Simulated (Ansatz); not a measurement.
A nudged elastic band was laid between two geometries of a periodic cell of 17 atoms, Nb16H (host Nb, host structure bcc, interstitial H).

The calculation used Ansatz 0.2.0, DFT PBE-D3(BJ), scalar-relativistic, plane waves, PAW. Settings: cutoff 420 eV, k mesh 3x3x3, fermi-dirac smearing 0.15 eV, no spin polarisation.

```yaml
movable_images: 5
climbing_image: yes
spring: 5.0 eV/Å²
optimiser: quadratic models (default)
start_path: IDPP
force_threshold: 0.03 eV/Å
iteration_limit: 56
end_points: relaxed
```

Image 0:

```xyz
17
Lattice="6.6000 0.0000 0.0000 0.0000 6.6000 0.0000 0.0000 0.0000 6.6000" Properties=species:S:1:pos:R:3
Nb 0.002 -0.008 -0.001
Nb 3.263 -0.050 -0.001
Nb 0.002 3.304 -0.001
Nb 0.014 -0.002 3.299
Nb 1.648 1.648 1.655
Nb 3.264 3.345 -0.001
Nb 3.310 0.000 3.299
Nb 4.986 1.648 1.696
Nb 0.014 3.298 3.299
Nb 1.636 4.948 1.649
Nb 1.648 1.648 4.943
Nb 3.310 3.296 3.299
Nb 4.940 4.948 1.647
Nb 4.987 1.648 4.901
Nb 1.636 4.948 4.949
Nb 4.940 4.948 4.951
H 4.125 1.647 -0.001
```

Image 6:

```xyz
17
Lattice="6.6000 0.0000 0.0000 0.0000 6.6000 0.0000 0.0000 0.0000 6.6000" Properties=species:S:1:pos:R:3
Nb 0.006 -0.001 0.002
Nb 3.293 -0.001 0.002
Nb 0.046 3.339 0.002
Nb 0.000 -0.014 3.303
Nb 1.650 1.662 1.650
Nb 3.253 3.339 0.002
Nb 3.299 -0.014 3.303
Nb 4.950 1.611 1.699
Nb -0.003 3.289 3.302
Nb 1.650 4.965 1.653
Nb 1.650 1.663 4.955
Nb 3.302 3.289 3.302
Nb 4.950 4.952 1.659
Nb 4.950 1.612 4.906
Nb 1.650 4.965 4.951
Nb 4.950 4.952 4.946
H 4.949 2.476 0.003
```

(1) What changes between the two ends?

(2) Give the energies along the band, and the barrier.

(3) What is the geometry of the highest image?

The band took 6 iterations and about 26 core-minutes.

## Answers

(1) The atom that moves furthest is H17, by 1.17 Å; four of its nearest neighbours are Nb2 1.90, Nb14 1.90, Nb6 1.90, Nb8 1.90 Å at the first end and Nb8 1.90, Nb6 1.90, Nb3 1.90, Nb14 1.90 Å at the last.

(2) The forces met the threshold. The highest image is number 3 of 0 to 6, 0.186 eV above the ends, which have the same energy within 2 meV. By the program's own check the climbing image is of a kind that is not told: the force calls were inconclusive, a negative curvature could not be distinguished from the path's own, the only one lies far off the path, or fixed occupations may fill a level only in part (lowest curvatures found: -2.56 and 4.48 eV/Å²). Limits of this set-up: coarse k mesh, odd electron count without spin, a small cell, in which the defect meets its images, a typed lattice constant that wasn't relaxed here.

```
image  path coordinate (Å)  energy (eV)  Nb2–H17 (Å)  Nb3–H17 (Å)
    0                 0.00        0.000         1.90         2.98
    1                 0.20        0.047         2.02         2.79
    2                 0.39        0.140         2.19         2.59
    3                 0.59        0.186         2.39         2.39
    4                 0.78        0.140         2.59         2.19
    5                 0.98        0.047         2.79         2.02
    6                 1.17        0.000         2.98         1.90
```

(3) 
```xyz
17
Lattice="6.6000 0.0000 0.0000 0.0000 6.6000 0.0000 0.0000 0.0000 6.6000" Properties=species:S:1:pos:R:3:forces:R:3
Nb 0.008 -0.009 0.001 -0.01 0.01 0.00
Nb 3.297 0.012 0.001 0.00 0.01 0.00
Nb -0.013 3.301 0.001 -0.01 0.01 0.00
Nb 0.024 -0.025 3.301 0.00 0.00 0.00
Nb 1.650 1.659 1.649 0.00 0.00 0.00
Nb 3.240 3.359 0.001 0.00 0.00 0.00
Nb 3.309 -0.003 3.301 -0.01 -0.02 0.00
Nb 4.977 1.621 1.739 0.00 0.00 0.00
Nb 0.002 3.290 3.301 0.02 0.01 0.00
Nb 1.636 4.963 1.641 0.00 0.00 0.00
Nb 1.650 1.659 4.952 0.00 0.00 0.00
Nb 3.294 3.305 3.301 0.01 -0.01 0.00
Nb 4.941 4.949 1.649 0.00 0.00 0.00
Nb 4.977 1.621 4.863 0.00 0.00 0.00
Nb 1.636 4.963 4.960 0.00 0.00 0.00
Nb 4.941 4.949 4.952 0.00 0.00 0.00
H 4.563 2.036 0.001 0.00 0.00 0.00
```

The run took 8.5 min on 4 threads of Intel(R) Xeon(R) 6975P-C (Granite Rapids), with other jobs on the host, peak memory 3.7 GiB.
